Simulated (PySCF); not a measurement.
# CaZn: from the state search to spectroscopic constants

An exercise on one series of results from a longer session: the logs are not shown, and one member is left open.

Program: PySCF 2.14.0. Level of theory: Ca x2c-SVPall, Zn x2c-SVPall, spin-free X2C with a Gaussian nucleus. These are calculated values, not measurements.

Set-up of the first run:

A driver script around PySCF takes these settings:

```json
{
 "atoms": "Ca, Zn",
 "charge": "0",
 "basis": "Ca x2c-SVPall, Zn x2c-SVPall",
 "Hamiltonian": "spin-free X2C with a Gaussian nucleus",
 "basis functions": "60",
 "electrons treated": "50",
 "masses in u": "39.9626, 63.9291",
 "levels": "PBE0, PBE, r²SCAN, B2PLYP, r²SCANh, PBEsol, ωB97X, HF, MP2, SCS-MP2, CCSD, CCSD(T)",
 "grid": "80 radial by 434 angular points",
 "occupations": "held fixed by the projection of orbital angular momentum",
 "dissociation limit": "Ca + Zn, each in its ground configuration",
 "starting distance in angstrom": "2.780",
 "values of 2S to try": "0, 2"
}
```

On the command line:

```sh
$ OMP_NUM_THREADS=1 python dia.py task.json out
```

Among the steps run: Input; First curve: PBE0; Excited determinants; PBE (GGA); r²SCAN (meta-GGA); B2PLYP; r²SCANh; PBEsol; ωB97X (range-separated hybrid); RHF; Adding correlation.

One of the session's tables, all rows but one given; the rest of the session is left out.

```
      level  Re (Å)  ωe (cm⁻¹)  De (eV)
    RHF-MP2   3.860       47.9    0.079
RHF-SCS-MP2   4.074       35.7    0.046
   RHF-CCSD   4.103       34.2    0.041
RHF-CCSD(T)   3.931       42.9    0.063
        PBE       ?          ?        ?
     PBEsol   3.490       79.5    0.190
     r²SCAN   3.557       72.9    0.124
    r²SCANh   3.612       67.8    0.110
       PBE0   3.718       59.5    0.102
      ωB97X   4.059       41.3    0.081
     B2PLYP   3.935       39.8    0.036
```

**Question.** Estimate the row for PBE.

**Answer.** Re (Å): 3.590; ωe (cm⁻¹): 69.9; De (eV): 0.141. In the column «Re (Å)» it lies between r²SCAN (3.557) and r²SCANh (3.612).

De is counted to Ca + Zn in their ground configurations. No constants: RHF (no minimum is bracketed among the points kept).

Caveats from the session: The bond is weak, and basis-set superposition, which was not computed, may be a sizeable part of it.
